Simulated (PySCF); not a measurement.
# H2O2Yb (Yb(OH)2): the cost of one run

Method: PBE0, Yb lcecp-0-SVP with ECP60, O def2-SVP, H def2-SVP; scalar-relativistic core potentials, no spin–orbit coupling; program: PySCF 2.14.0.

1 further run of the same task is left out (for a known fault of the program).

## 1. Starting geometry

5 atoms, charge 0, spin multiplicity 1.

Bond lengths: Yb1–O2 2.251 Å, Yb1–O4 2.251 Å, O2–H3 0.966 Å, O4–H5 0.966 Å. Angles: O2–Yb1–O4 131.8°, Yb1–O2–H3 158.8°, Yb1–O4–H5 158.8°.

Coordinates:

```tsv
atom	x (Å)	y (Å)	z (Å)
Yb1	0.0000	0.0000	0.0000
O2	2.0543	0.0000	0.9193
H3	3.0139	-0.0906	0.9784
O4	-2.0543	0.0000	0.9193
H5	-3.0139	0.0906	0.9784
```

Formal oxidation states: Yb +2. Each metal's 14 4f electrons lie in its core potential, so multiplicities, spins and levels count the valence alone.

## 2. SCF at the start, singlet

Contents of run.py (the lines that set the calculation):

```python
mol = gto.M(atom='''
Yb     0.00000     0.00000     0.00000
O      2.05430     0.00000     0.91930
H      3.01390    -0.09060     0.97840
O     -2.05430     0.00000     0.91930
H     -3.01390     0.09060     0.97840''',
    basis={'Yb': 'lcecp-0-SVP', 'O': 'def2-SVP', 'H': 'def2-SVP'},
    ecp={'Yb': 'lcecp-0-SVP'},
    charge=0, spin=0)
mf = dft.RKS(mol, xc='PBE0')
mf.grids.atom_grid = (50, 194)  # f atoms: unpruned, at least (60, 302)
mf = mf.density_fit()  # fitting sets: Yb AutoAux, O def2-universal-JKFIT, H def2-universal-JKFIT
mf.conv_tol = 1e-08; mf.max_cycle = 55
mf.kernel(dm0)  # dm0: free metal ions and neutral atoms
```

Run with:

```sh
$ OMP_NUM_THREADS=2 python run.py
```

**Question.** How long does this run take on 2 threads of Intel Xeon Platinum 8259CL at 2.50GHz (Skylake/Cascade Lake), shared host, and how much memory does it need?

About 2.3 s, with a peak of 0.39 GiB.
